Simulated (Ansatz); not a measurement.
# The cluster In₇Sb₈ (doublet): inputs that go wrong

1 input was typed for the cluster In₇Sb₈ (doublet). Each is run as it stands; the log then has to tell whether the result can be used.

The runs use Ansatz 0.2.0, Gaussian basis; the settings change from run to run.

2 further runs of the same task are left out: 2 set aside as unsound or not needed.

## (1) The molecule

An earlier PBE-D4/def2-SVP relaxation fixed the geometry. In, Sb take a core potential in def2 sets; no spin-orbit term is included.

15 atoms, charge 0, spin multiplicity 2.

Atoms are counted from 1 here; the program's logs count them from 0.

Bond lengths: In1–In4 3.368 Å, In1–Sb10 3.244 Å, In1–Sb11 3.106 Å, In1–Sb12 3.208 Å, In1–Sb13 3.369 Å, In2–Sb9 3.316 Å, In2–Sb11 3.208 Å, In2–Sb12 3.127 Å, In3–Sb10 3.349 Å, In3–Sb14 3.270 Å, In3–Sb15 3.346 Å, In4–Sb12 3.151 Å, In5–Sb8 2.961 Å, In5–Sb9 2.971 Å, In5–Sb11 3.048 Å, In5–Sb13 3.217 Å, In6–Sb9 3.277 Å, In6–Sb12 3.128 Å and more. Angles: In4–In1–Sb10 105.1°, In4–In1–Sb11 137.2°, In4–In1–Sb12 57.2°, In4–In1–Sb13 65.6°, Sb10–In1–Sb11 53.7°, Sb10–In1–Sb12 118.1°, Sb10–In1–Sb13 66.2°, Sb11–In1–Sb12 97.2°, Sb11–In1–Sb13 71.6°, Sb12–In1–Sb13 52.2°, Sb9–In2–Sb11 99.8°, Sb9–In2–Sb12 87.3°, Sb11–In2–Sb12 96.8°, Sb10–In3–Sb14 108.3°, Sb10–In3–Sb15 91.9°, Sb14–In3–Sb15 51.9°, In1–In4–Sb12 58.9°, Sb8–In5–Sb9 110.5° and more.

## (2) Input 1

Input file in.yaml:

```yaml
crystal:
  periodic: [true, true, true]
  atoms:
    - {symbol: In, position_ang: [2.420829, -2.766655, -3.471112]}
    - {symbol: In, position_ang: [1.577360, -2.733645, 0.586542]}
    - {symbol: In, position_ang: [3.907567, 1.098493, -4.625432]}
    - {symbol: In, position_ang: [5.680655, -1.921467, -3.507822]}
    - {symbol: In, position_ang: [0.357091, 0.619981, -0.290460]}
    - {symbol: In, position_ang: [5.615502, -1.004225, 1.097445]}
    - {symbol: In, position_ang: [4.319916, 2.713207, 0.878380]}
    - {symbol: Sb, position_ang: [1.094949, 2.516664, -2.441802]}
    - {symbol: Sb, position_ang: [2.627175, 0.247381, 1.588933]}
    - {symbol: Sb, position_ang: [0.819189, 0.020665, -3.904826]}
    - {symbol: Sb, position_ang: [-0.149090, -1.868539, -1.975213]}
    - {symbol: Sb, position_ang: [4.314733, -3.034563, -0.895107]}
    - {symbol: Sb, position_ang: [3.260700, -0.359660, -1.269023]}
    - {symbol: Sb, position_ang: [5.649287, 1.148047, -1.857823]}
    - {symbol: Sb, position_ang: [3.809835, 3.361716, -2.162782]}
basis:
  gaussian: {orbitals: def2-mTZVP, fitting: {mean_field: def2-universal-jkfit}, final_grid: {core_spheres: 20, valence_spheres: 16, degree: 47}, nuclear_model: gaussian}
magnetization: {spin_polarized: true, initial_magnetization: 1}
hamiltonian: {xc: {name: CAM-B3LYP}, dispersion: d3bjatm}
scf: {omitted_lower_state_checks: [starts]}
```

Run with:

```sh
$ ansatz run in.yaml --threads 2 --pin off --events-out ev --progress --plain --max-ram 20480MiB --backend cuda --devices 0, --max-vram 18GiB
```

Before running them: what should the planned runs give, taken together?

The runs gave:

```
input                 level    ended                                           cause    time
    1  CAM-B3LYP/def2-mTZVP  refused  the molecule is marked periodic without a cell  0.05 s
```

1 refused. A refusal costs next to no computing time.
